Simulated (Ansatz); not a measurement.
# RuRh2: the cost of one run

Computed with Ansatz 0.2.0 (DFT PBE, scalar-relativistic, plane waves, PAW, unless a step's input says otherwise).

**1. Starting point**

It takes space group P6/mmm (No. 191, hexagonal). The conventional cell has a = 3.887 Å, b = 3.887 Å, c = 2.734 Å, α = 90.00°, β = 90.00°, γ = 120.00°. Ru (site symmetry 6/mmm) has 12 Rh at 2.63 Å and 2 Ru at 2.73 Å as nearest neighbours. Around Rh (site symmetry -6m2) lie 3 Rh at 2.24 Å.

As a file:

```xyz
3
Lattice="3.8866 0.0000 0.0000 -1.9433 3.3659 0.0000 0.0000 0.0000 2.7337" Properties=species:S:1:pos:R:3 pbc="T T T"
Ru    0.0000    0.0000    0.0000
Rh    0.0000    2.2439    1.3668
Rh    1.9433    1.1220    1.3668
```

(A quick probe on a coarse mesh, which set the mesh and smearing, is not shown.)

**3. Coarse relaxation**

File input.yaml:

```yaml
crystal:
  lattice:
    - [3.8865799518, 0.0, 0.0]
    - [-1.943289976, 3.3658769722, 0.0]
    - [0.0, 0.0, 2.7336811999]
  atoms:
    - { symbol: Ru, position: [0.0, 0.0, 0.0] }
    - { symbol: Rh, position: [0.3333333333, 0.6666666667, 0.5] }
    - { symbol: Rh, position: [0.6666666667, 0.3333333333, 0.5] }
basis:
  ecutwfc: 420
kpoints:
  mp_grid: { grid: [6, 6, 6] }
hamiltonian:
  xc: pbe
scf:
  occupations: { method: gaussian, width: 0.1 }
  lower_state_search: "off"
output:
  forces: true
  stress: true
  eigenvalues: true
relax:
  adjacent_minimum: "off"
  f_tol: 0.04
  max_steps: 70
  cell: { stress_tol: 0.4 }
```

Run with:

```console
$ ansatz run input.yaml --threads 1 --pin off --max-ram 2560MiB --backend cpu --events-out ev --progress --plain --runs-dir out
```

**Question.** How long does this run take on 1 thread of Intel Xeon Platinum 8259CL at 2.50GHz (Skylake/Cascade Lake), shared host, and how much memory does it need?

About 20 s, with a peak of 0.4 GiB.
